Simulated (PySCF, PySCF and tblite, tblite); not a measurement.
# C₄H₉NSeSi: a path driven as rotation about a bond, and NMR exchange, part 1 of 2

How fast is rotation about a bond in C₄H₉NSeSi (`C=CN(C)C([SiH3])=[Se]`), and when do the exchanging lines merge?

Computed with tblite 0.8.0 (tight binding) and PySCF 2.14.0 (DFT, with response routines of our own); each step states its level. Atoms count from 0 throughout.

## 1. The molecule as given

16 atoms, charge 0, multiplicity 1; geometry from: force field or distance geometry start.

Bonds of the start (Å): C0–C1 1.32, C0–H7 1.10, C0–H8 1.09, C1–H9 1.08, C1–N2 1.43, C3–H10 1.09, C3–H11 1.13, C3–H12 1.13, C4–Se6 1.94, C4–Si5 1.82, N2–C3 1.46, N2–C4 1.40, Si5–H13 1.45, Si5–H14 1.48, Si5–H15 1.48.

## 2. GFN2-xTB relaxation, start minimum

The job: settings as JSON, then the geometry in Å.

```
{"job": {"xc": "GFN2-xTB", "basis": "xTB", "kind": "relax"}, "charge": 0, "multiplicity": 1}
C     -1.955500     1.156900     0.165400
C     -1.047200     0.645500    -0.642700
N     -0.279600    -0.516300    -0.326500
C     -0.883400    -1.846600    -0.256300
C      1.099700    -0.435400    -0.078100
Si     2.055300     1.113100    -0.062300
Se     2.231600    -1.970400     0.262900
H     -2.465300     2.065500    -0.196300
H     -2.210300     0.725700     1.135100
H     -0.852300     1.133600    -1.587500
H     -1.953200    -1.876200    -0.465800
H     -0.266200    -2.452800    -0.979100
H     -0.600700    -2.227900     0.767400
H      1.323300     2.215900     0.517500
H      2.497300     1.425400    -1.437500
H      3.299200     0.852900     0.705100
```

On the command line:

```sh
> OMP_NUM_THREADS=1 python ens_run.py task.json out
```

One launch serves the whole session.

The log of the run:

```text
step      E/eV     max force
  0    -569.17056    3.545
  1    -569.48135    1.703
  2    -569.58001    1.021
  3    -569.64639    1.226
  4    -569.68230    0.834
  5    -569.71769    0.429
  6    -569.72884    0.351
  7    -569.74776    0.321
  8    -569.75465    0.220
  9    -569.76466    0.324
 10    -569.77399    0.335
 11    -569.78630    0.247
 12    -569.79823    0.261
 13    -569.80935    0.223
 14    -569.81828    0.214
 15    -569.82449    0.203
 16    -569.82818    0.157
 17    -569.83100    0.160
 18    -569.83364    0.144
 19    -569.83633    0.175
 20    -569.83923    0.168
 21    -569.84247    0.130
 22    -569.84627    0.165
 23    -569.85095    0.163
 24    -569.85630    0.166
 25    -569.86090    0.177
 26    -569.86463    0.187
 27    -569.86859    0.163
 28    -569.87199    0.164
 29    -569.87459    0.157
 30    -569.87719    0.167
 31    -569.88043    0.179
 32    -569.88427    0.139
 33    -569.88793    0.116
 34    -569.89051    0.144
 35    -569.89226    0.153
 36    -569.89540    0.142
 37    -569.90029    0.138
 38    -569.90460    0.114
 39    -569.90918    0.142
 40    -569.91466    0.187
 41    -569.92003    0.239
 42    -569.92767    0.274
 43    -569.93526    0.255
 44    -569.93985    0.265
 45    -569.94482    0.282
 46    -569.94897    0.202
 47    -569.95355    0.166
 48    -569.95606    0.161
 49    -569.95829    0.120
 50    -569.96106    0.124
 51    -569.96425    0.122
 52    -569.96692    0.113
 53    -569.96864    0.117
 54    -569.97069    0.134
 55    -569.97271    0.096
 56    -569.97537    0.094
 57    -569.97592    0.067
 58    -569.97658    0.055
 59    -569.97694    0.059
 60    -569.97749    0.058
 61    -569.97792    0.055
 62    -569.97826    0.044
 63    -569.97847    0.043
 64    -569.97868    0.037
 65    -569.97897    0.043
 66    -569.97938    0.054
 67    -569.97987    0.057
 68    -569.98039    0.060
 69    -569.98097    0.072
 70    -569.98180    0.096
 71    -569.98302    0.125
 72    -569.98447    0.114
 73    -569.98572    0.101
 74    -569.98666    0.067
 75    -569.98753    0.080
 76    -569.98851    0.103
 77    -569.98945    0.099
 78    -569.99014    0.099
 79    -569.99093    0.080
 80    -569.99185    0.074
 81    -569.99279    0.087
 82    -569.99383    0.075
 83    -569.99455    0.065
 84    -569.99512    0.068
 85    -569.99570    0.072
 86    -569.99642    0.074
 87    -569.99700    0.061
 88    -569.99730    0.056
 89    -569.99741    0.077
 90    -569.99768    0.045
 91    -569.99794    0.031
 92    -569.99821    0.044
 93    -569.99839    0.040
 94    -569.99853    0.027
 95    -569.99863    0.021
 96    -569.99873    0.029
 97    -569.99883    0.033
 98    -569.99893    0.027
 99    -569.99903    0.026
100    -569.99915    0.022
101    -569.99931    0.031
102    -569.99953    0.029
103    -569.99978    0.038
104    -570.00001    0.034
105    -570.00021    0.038
106    -570.00046    0.027
107    -570.00073    0.031
108    -570.00099    0.035
109    -570.00118    0.031
110    -570.00140    0.035
111    -570.00164    0.043
112    -570.00191    0.049
113    -570.00220    0.044
114    -570.00262    0.056
115    -570.00295    0.052
116    -570.00338    0.053
117    -570.00368    0.045
118    -570.00387    0.031
119    -570.00398    0.031
120    -570.00409    0.031
121    -570.00425    0.035
122    -570.00448    0.035
123    -570.00470    0.034
124    -570.00492    0.038
125    -570.00520    0.042
126    -570.00559    0.044
127    -570.00611    0.052
128    -570.00671    0.060
129    -570.00724    0.074
130    -570.00754    0.065
131    -570.00799    0.055
132    -570.00833    0.068
133    -570.00876    0.061
134    -570.00904    0.057
135    -570.00956    0.051
136    -570.01006    0.052
137    -570.01047    0.048
138    -570.01072    0.051
139    -570.01092    0.037
140    -570.00969    0.176
141    -570.01125    0.028
142    -570.01135    0.022
143    -570.01153    0.033
144    -570.01162    0.033
145    -570.01182    0.041
146    -570.01198    0.038
147    -570.01210    0.031
148    -570.01220    0.026
149    -570.01226    0.024
150    -570.01232    0.020
151    -570.01236    0.022
152    -570.01239    0.016
153    -570.01241    0.012
154    -570.01243    0.011
155    -570.01245    0.015
156    -570.01248    0.016
157    -570.01250    0.011
158    -570.01252    0.008
159    -570.01254    0.009
160    -570.01256    0.014
161    -570.01258    0.013
162    -570.01259    0.008
163    -570.01260    0.005
164    -570.01260    0.007
165    -570.01261    0.009
166    -570.01263    0.011
167    -570.01265    0.013
168    -570.01267    0.012
169    -570.01270    0.016
170    -570.01273    0.016
171    -570.01275    0.012
172    -570.01277    0.012
173    -570.01279    0.010
174    -570.01281    0.014
175    -570.01283    0.012
176    -570.01285    0.008
177    -570.01287    0.009
178    -570.01288    0.011
179    -570.01289    0.009
180    -570.01291    0.006
181    -570.01292    0.005
182    -570.01292    0.005
183    -570.01293    0.005
184    -570.01293    0.005
185    -570.01294    0.005
186    -570.01294    0.004
187    -570.01295    0.002
```

Wall time 1 s (1 thread of Intel Xeon 6975P-C, shared host).

Relaxing gained 0.842 eV and moved the atoms by 0.81 Å on average (rms).

## 3. Relaxed scan, rotation

The job: settings as JSON, then the geometry in Å.

```
{"job": {"xc": "GFN2-xTB", "basis": "xTB", "coordinate": [["t", [0, 1, 2, 3], 0.25], ["t", [0, 1, 2, 4], 0.25], ["t", [9, 1, 2, 3], 0.25], ["t", [9, 1, 2, 4], 0.25]], "kind": "drive"}, "charge": 0, "multiplicity": 1}
C     -2.173540     0.828778    -0.182310
C     -0.849231     0.714523    -0.192843
N     -0.132481    -0.468913    -0.117812
C     -0.909495    -1.686263    -0.015835
C      1.209054    -0.470727    -0.139738
Si     2.242294     1.134588    -0.274102
Se     2.191696    -1.984079    -0.045400
H     -2.622201     1.802950    -0.245432
H     -2.851200    -0.001696    -0.113548
H     -0.235966     1.600097    -0.265362
H     -1.549753    -1.792177    -0.892384
H     -0.239186    -2.541012     0.039718
H     -1.525750    -1.658283     0.883483
H      1.916602     1.976765     0.881346
H      1.877800     1.798931    -1.529447
H      3.643757     0.755462    -0.269016
```

The log of the run:

```text
point  coordinate     E/eV
  0    104.700     -570.00541
  1    119.500     -569.97989
  2    134.300     -569.92619
  3    149.200     -569.85796
  4    164.500     -569.80088
  5    179.900     -569.78509
  6    195.100     -569.80623
  7    210.300     -569.86644
  8    225.000     -569.90251
  9    239.700     -569.90703
 10    254.300     -569.86596
 11    269.400     -569.80025
```

Wall time 3.2 s (1 thread of Intel Xeon 6975P-C, shared host).

The highest point is number 5, 5.1 kcal/mol above the first.

## 4. Nudged elastic band, leg 1

Changed since step 3:

```diff
@@ -1,2 +1,2 @@
-{"job": {"xc": "GFN2-xTB", "basis": "xTB", "coordinate": [["t", [0, 1, 2, 3], 0.25], ["t", [0, 1, 2, 4], 0.25], ["t", [9, 1, 2, 3], 0.25], ["t", [9, 1, 2, 4], 0.25]], "kind": "drive"}, "charge": 0, "multiplicity": 1}
+{"job": {"xc": "GFN2-xTB", "basis": "xTB", "kind": "neb"}, "charge": 0, "multiplicity": 1}
 C     -2.173540     0.828778    -0.182310
```

The log of the run:

```text
image   E - E0 / eV
  0       0.0000
  1       0.0238
  2       0.0926
  3       0.2140
  4       0.2041
  5       0.1378
  6       0.0981
```

Run time: 1.4 s. Hardware: 1 thread of Intel Xeon 6975P-C, shared host.

The highest point is number 3, 4.9 kcal/mol above the first.

## 5. Saddle search, leg 1

The job: settings as JSON, then the geometry in Å.

```
{"job": {"xc": "GFN2-xTB", "basis": "xTB", "kind": "saddle"}, "charge": 0, "multiplicity": 1}
C     -1.765002     1.138902     0.316525
C     -0.893953     0.583824    -0.505586
N     -0.161952    -0.580438    -0.166933
C     -0.874376    -1.839460    -0.162319
C      1.120174    -0.497404     0.170987
Si     2.015456     1.182907     0.092803
Se     2.043289    -1.950933     0.716719
H     -2.327646     2.010686     0.034736
H     -1.938876     0.741338     1.302235
H     -0.703538     0.980669    -1.495900
H     -1.863152    -1.696558    -0.592034
H     -0.315998    -2.570472    -0.752309
H     -0.961423    -2.230523     0.854000
H      1.298997     2.120127     0.961511
H      1.942316     1.637076    -1.298791
H      3.385686     0.970258     0.524357
```

The log of the run:

```text
step      E/eV     max force
  0    -569.79892   0.0467
  1    -569.79554   0.0492
  2    -569.79067   0.1059
  3    -569.79453   0.0361
  4    -569.79286   0.0366
  5    -569.79093   0.0422
  6    -569.78912   0.0300
  7    -569.78827   0.0740
  8    -569.78862   0.0120
  9    -569.78846   0.0166
 10    -569.78847   0.0010
lowest wavenumbers (cm-1): -125.9 61.3 97.3 115.8 155.1 171.5
```

Run time: 4 s. Hardware: 1 thread of Intel Xeon 6975P-C, shared host.

Point group C1; 1 imaginary mode, 126i cm⁻¹, carried by C0, H8, H9, C1. Steps downhill from it reached both ends.

## 6. Saddle search, other pyramid

The job: settings as JSON, then the geometry in Å.

```
{"job": {"xc": "GFN2-xTB", "basis": "xTB", "kind": "saddle"}, "charge": 0, "multiplicity": 1}
C     -1.664317     1.222200     0.254390
C     -0.909389     0.529918    -0.577192
N     -0.168708    -0.608644    -0.169349
C      1.210987    -0.389522     0.205686
C     -0.725563    -1.812924    -0.136340
Si    -2.548333    -2.027959    -0.647144
Se     0.220041    -3.269751     0.360644
H     -2.235425     2.069792    -0.079586
H     -1.738165     0.962111     1.297101
H     -0.834462     0.776219    -1.630990
H      1.435896     0.672898     0.150303
H      1.381674    -0.754309     1.221185
H      1.874121    -0.944478    -0.461814
H     -2.630044    -1.760720    -2.084035
H     -3.333226    -1.032997     0.090069
H     -2.941701    -3.385274    -0.310426
```

The log of the run:

```text
step      E/eV     max force
  0    -569.76748   0.1554
  1    -569.77731   0.1138
  2    -569.78131   0.1497
  3    -569.78116   0.2928
  4    -569.78435   0.0956
  5    -569.78633   0.0467
  6    -569.78750   0.0398
  7    -569.78769   0.0772
  8    -569.78814   0.0156
  9    -569.78839   0.0244
 10    -569.78846   0.0035
lowest wavenumbers (cm-1): -125.6 61.6 99.8 117.5 155.4 171.1
```

It took 3.5 s on 1 thread of Intel Xeon 6975P-C, shared host.

Point group C1; 1 imaginary mode, 126i cm⁻¹, carried by C0, H8, H9, C1. It was not shown to link both ends.

## 7. Shieldings, start: PBE0/pcSseg-1

The job: settings as JSON, then the geometry in Å.

```
{"job": {"kind": "nmr", "xc": "PBE0", "basis": "pcSseg-1", "pop": false}, "charge": 0, "multiplicity": 1}
C     -2.173540     0.828778    -0.182310
C     -0.849231     0.714523    -0.192843
N     -0.132481    -0.468913    -0.117812
C     -0.909495    -1.686263    -0.015835
C      1.209054    -0.470727    -0.139738
Si     2.242294     1.134588    -0.274102
Se     2.191696    -1.984079    -0.045400
H     -2.622201     1.802950    -0.245432
H     -2.851200    -0.001696    -0.113548
H     -0.235966     1.600097    -0.265362
H     -1.549753    -1.792177    -0.892384
H     -0.239186    -2.541012     0.039718
H     -1.525750    -1.658283     0.883483
H      1.916602     1.976765     0.881346
H      1.877800     1.798931    -1.529447
H      3.643757     0.755462    -0.269016
```

The log of the run:

```text
coarse grid: 61832 points
cycle   1  E = -2902.5780612272  dE = -1.574e-01  |g| = 7.387e-01  |ddm| = 3.781e+00
cycle   2  E = -2902.4156360089  dE =  1.624e-01  |g| = 9.189e-01  |ddm| = 1.548e+00
cycle   3  E = -2902.5887737769  dE = -1.731e-01  |g| = 4.667e-01  |ddm| = 1.452e+00
cycle   4  E = -2902.6419452158  dE = -5.317e-02  |g| = 5.793e-02  |ddm| = 5.014e-01
cycle   5  E = -2902.6423770532  dE = -4.318e-04  |g| = 2.596e-02  |ddm| = 7.132e-02
cycle   6  E = -2902.6425547171  dE = -1.777e-04  |g| = 6.667e-03  |ddm| = 3.354e-02
cycle   7  E = -2902.6425670350  dE = -1.232e-05  |g| = 1.959e-03  |ddm| = 7.831e-03
cycle   8  E = -2902.6425679820  dE = -9.470e-07  |g| = 2.904e-04  |ddm| = 2.045e-03
final grid: 129176 points
cycle   9  E = -2902.6425480535  dE = -5.992e-08  |g| = 3.727e-04  |ddm| = 2.383e-03
cycle  10  E = -2902.6425480016  dE =  5.188e-08  |g| = 5.848e-04  |ddm| = 1.069e-03
cycle  11  E = -2902.6425480907  dE = -8.910e-08  |g| = 6.579e-05  |ddm| = 6.464e-04
cycle  12  E = -2902.6425480915  dE = -8.267e-10  |g| = 2.016e-05  |ddm| = 6.219e-05
converged SCF energy = -2902.6425480915

GIAO shielding tensors (ppm)
atom      isotropic    diamagn.    paramagn.     s11        s22        s33       span
  0 C       85.872     255.068    -169.197      1.966     85.334    170.315    168.348
  1 C       41.083     256.961    -215.878    -60.368     64.592    119.025    179.393
  2 N       46.517     332.343    -285.826    -97.347     59.231    177.667    275.013
  3 C      152.746     246.993     -94.247    126.589    156.150    175.498     48.909
  4 C      -56.981     256.019    -313.000   -254.126    -45.135    128.319    382.445
  5 Si     416.201     879.754    -463.553    335.259    448.061    465.284    130.024
  6 Se     306.765    2999.807   -2693.041  -1431.584    684.306   1667.574   3099.158
  7 H       26.961      29.639      -2.678     25.001     26.265     29.617      4.616
  8 H       26.967      32.068      -5.101     24.284     24.973     31.646      7.362
  9 H       24.712      34.107      -9.394     20.897     22.676     30.564      9.668
 10 H       29.039      30.399      -1.360     25.027     26.960     35.131     10.104
 11 H       24.898      29.847      -4.949     16.932     26.494     31.269     14.337
 12 H       29.039      30.791      -1.752     25.022     26.981     35.115     10.093
 13 H       26.774      29.341      -2.567     22.643     26.318     31.360      8.717
 14 H       26.777      29.178      -2.402     22.650     26.318     31.363      8.713
 15 H       26.513      28.530      -2.017     21.397     28.310     29.833      8.436
```

It took 20 s on 1 thread of Intel Xeon 6975P-C, shared host; peak memory 1 GiB.

Key values: HOMO -5.78 eV, LUMO -1.85 eV; dipole 3.45 D.

## 8. Shieldings, saddle of leg 1: PBE0/pcSseg-1

The job: settings as JSON, then the geometry in Å.

```
{"job": {"kind": "nmr", "xc": "PBE0", "basis": "pcSseg-1", "pop": false}, "charge": 0, "multiplicity": 1}
C     -1.664317     1.222200     0.254390
C     -0.909389     0.529918    -0.577192
N     -0.168708    -0.608644    -0.169349
C     -0.866828    -1.875472    -0.169088
C      1.104171    -0.505026     0.191908
Si     1.959444     1.197231     0.169976
Se     2.045392    -1.948594     0.733871
H     -2.235425     2.069792    -0.079586
H     -1.738165     0.962111     1.297101
H     -0.834462     0.776219    -1.630990
H     -1.876609    -1.731400    -0.545881
H     -0.333450    -2.592964    -0.796905
H     -0.903331    -2.283763     0.843456
H      1.340849     2.006490     1.221256
H      1.703240     1.802626    -1.140499
H      3.377588     0.979276     0.397534
```

The log of the run:

```text
coarse grid: 61832 points
cycle   1  E = -2902.5738688597  dE = -1.904e-01  |g| = 7.184e-01  |ddm| = 3.750e+00
cycle   2  E = -2902.4324556184  dE =  1.414e-01  |g| = 8.538e-01  |ddm| = 1.569e+00
cycle   3  E = -2902.5782836021  dE = -1.458e-01  |g| = 4.758e-01  |ddm| = 1.475e+00
cycle   4  E = -2902.6339622350  dE = -5.568e-02  |g| = 4.627e-02  |ddm| = 5.093e-01
cycle   5  E = -2902.6342649525  dE = -3.027e-04  |g| = 1.508e-02  |ddm| = 4.912e-02
cycle   6  E = -2902.6343129110  dE = -4.796e-05  |g| = 6.470e-03  |ddm| = 2.000e-02
cycle   7  E = -2902.6343238165  dE = -1.091e-05  |g| = 2.258e-03  |ddm| = 7.377e-03
cycle   8  E = -2902.6343250290  dE = -1.212e-06  |g| = 2.801e-04  |ddm| = 2.009e-03
final grid: 129176 points
cycle   9  E = -2902.6343448939  dE = -5.600e-08  |g| = 3.849e-04  |ddm| = 2.569e-03
cycle  10  E = -2902.6343448172  dE =  7.674e-08  |g| = 6.615e-04  |ddm| = 9.217e-04
cycle  11  E = -2902.6343449285  dE = -1.113e-07  |g| = 1.118e-04  |ddm| = 6.780e-04
cycle  12  E = -2902.6343449318  dE = -3.278e-09  |g| = 2.491e-05  |ddm| = 1.418e-04
cycle  13  E = -2902.6343449319  dE = -1.501e-10  |g| = 5.916e-06  |ddm| = 2.518e-05
converged SCF energy = -2902.6343449319

GIAO shielding tensors (ppm)
atom      isotropic    diamagn.    paramagn.     s11        s22        s33       span
  0 C       57.588     255.357    -197.770    -59.960     69.368    163.355    223.314
  1 C       33.967     256.533    -222.566    -84.330     60.262    125.969    210.299
  2 N       61.590     333.069    -271.478    -95.743    124.894    155.621    251.364
  3 C      139.570     244.933    -105.363    118.352    130.295    170.063     51.711
  4 C      -49.751     257.111    -306.862   -230.253    -58.229    139.228    369.481
  5 Si     416.844     880.271    -463.427    342.519    440.373    467.638    125.119
  6 Se     469.273    3000.318   -2531.046   -941.576    589.827   1759.568   2701.144
  7 H       25.995      29.931      -3.935     23.235     26.029     28.722      5.487
  8 H       25.979      32.292      -6.313     21.223     26.075     30.639      9.416
  9 H       24.531      32.318      -7.787     23.389     23.748     26.454      3.065
 10 H       28.458      29.600      -1.142     24.424     28.514     32.435      8.010
 11 H       27.684      29.029      -1.345     22.858     26.678     33.516     10.658
 12 H       27.607      29.396      -1.789     23.672     25.780     33.369      9.697
 13 H       27.131      29.602      -2.471     23.091     27.004     31.298      8.208
 14 H       27.068      29.608      -2.539     22.628     27.112     31.465      8.837
 15 H       27.016      28.863      -1.846     22.365     27.941     30.744      8.380
```

Wall time 21 s (1 thread of Intel Xeon 6975P-C, shared host); peak memory 0.83 GiB.

Key values: HOMO -5.51 eV, LUMO -1.27 eV; dipole 4.74 D.

## 9. Shieldings, end: PBE0/pcSseg-1

The job: settings as JSON, then the geometry in Å.

```
{"job": {"kind": "nmr", "xc": "PBE0", "basis": "pcSseg-1", "pop": false}, "charge": 0, "multiplicity": 1}
C     -1.345812     1.497964    -0.012184
C     -1.163339     0.373109    -0.690416
N     -0.284299    -0.650780    -0.346298
C     -0.768685    -2.001306    -0.545029
C      0.914184    -0.445158     0.211147
Si     1.836760     1.224227     0.199741
Se     1.864574    -1.814991     0.907944
H     -2.042765     2.237903    -0.360148
H     -0.823759     1.710025     0.903487
H     -1.756189     0.156972    -1.571341
H     -1.653860    -1.989589    -1.176339
H      0.010688    -2.608934    -1.008892
H     -1.018172    -2.455933     0.416479
H      1.656534     1.844627     1.510700
H      1.307814     2.058355    -0.881451
H      3.237225     0.905186    -0.041593
```

The log of the run:

```text
coarse grid: 61832 points
cycle   1  E = -2902.5766923380  dE = -1.643e-01  |g| = 7.273e-01  |ddm| = 3.757e+00
cycle   2  E = -2902.4380804764  dE =  1.386e-01  |g| = 8.585e-01  |ddm| = 1.504e+00
cycle   3  E = -2902.5836405286  dE = -1.456e-01  |g| = 4.684e-01  |ddm| = 1.414e+00
cycle   4  E = -2902.6373442678  dE = -5.370e-02  |g| = 5.408e-02  |ddm| = 5.047e-01
cycle   5  E = -2902.6376828923  dE = -3.386e-04  |g| = 2.653e-02  |ddm| = 6.507e-02
cycle   6  E = -2902.6378596506  dE = -1.768e-04  |g| = 6.983e-03  |ddm| = 3.195e-02
cycle   7  E = -2902.6378722930  dE = -1.264e-05  |g| = 2.178e-03  |ddm| = 8.025e-03
cycle   8  E = -2902.6378735539  dE = -1.261e-06  |g| = 3.625e-04  |ddm| = 2.612e-03
final grid: 129176 points
cycle   9  E = -2902.6378880540  dE = -2.987e-08  |g| = 5.450e-04  |ddm| = 2.873e-03
cycle  10  E = -2902.6378879446  dE =  1.093e-07  |g| = 8.501e-04  |ddm| = 1.324e-03
cycle  11  E = -2902.6378881299  dE = -1.853e-07  |g| = 5.394e-05  |ddm| = 7.699e-04
cycle  12  E = -2902.6378881306  dE = -6.653e-10  |g| = 2.484e-05  |ddm| = 9.082e-05
converged SCF energy = -2902.6378881306

GIAO shielding tensors (ppm)
atom      isotropic    diamagn.    paramagn.     s11        s22        s33       span
  0 C       73.299     257.093    -183.795    -26.088     79.318    166.665    192.753
  1 C       38.968     254.786    -215.818    -69.145     68.996    117.053    186.198
  2 N       46.888     332.503    -285.615   -112.482     87.391    165.754    278.236
  3 C      139.886     244.505    -104.620    122.160    127.314    170.183     48.023
  4 C      -57.030     257.547    -314.577   -252.022    -58.408    139.340    391.363
  5 Si     421.941     879.972    -458.031    372.106    436.662    457.056     84.950
  6 Se     269.131    3000.592   -2731.461  -1370.643    365.870   1812.165   3182.808
  7 H       26.616      29.744      -3.128     24.829     25.911     29.107      4.277
  8 H       26.681      33.193      -6.512     22.905     26.258     30.882      7.977
  9 H       24.866      31.783      -6.917     21.842     24.368     28.388      6.546
 10 H       28.512      29.500      -0.989     24.314     28.334     32.887      8.572
 11 H       27.505      29.303      -1.798     22.412     27.384     32.721     10.308
 12 H       27.790      28.954      -1.165     23.270     26.346     33.753     10.483
 13 H       26.988      29.290      -2.302     23.986     25.407     31.571      7.586
 14 H       26.581      29.580      -2.998     21.537     27.632     30.575      9.038
 15 H       26.837      28.855      -2.018     22.368     27.449     30.693      8.326
```

Wall time 21 s (1 thread of Intel Xeon 6975P-C, shared host); peak memory 0.83 GiB.

Key values: HOMO -5.71 eV, LUMO -1.75 eV; dipole 4.09 D.

(Continued in part 2 of 2.)
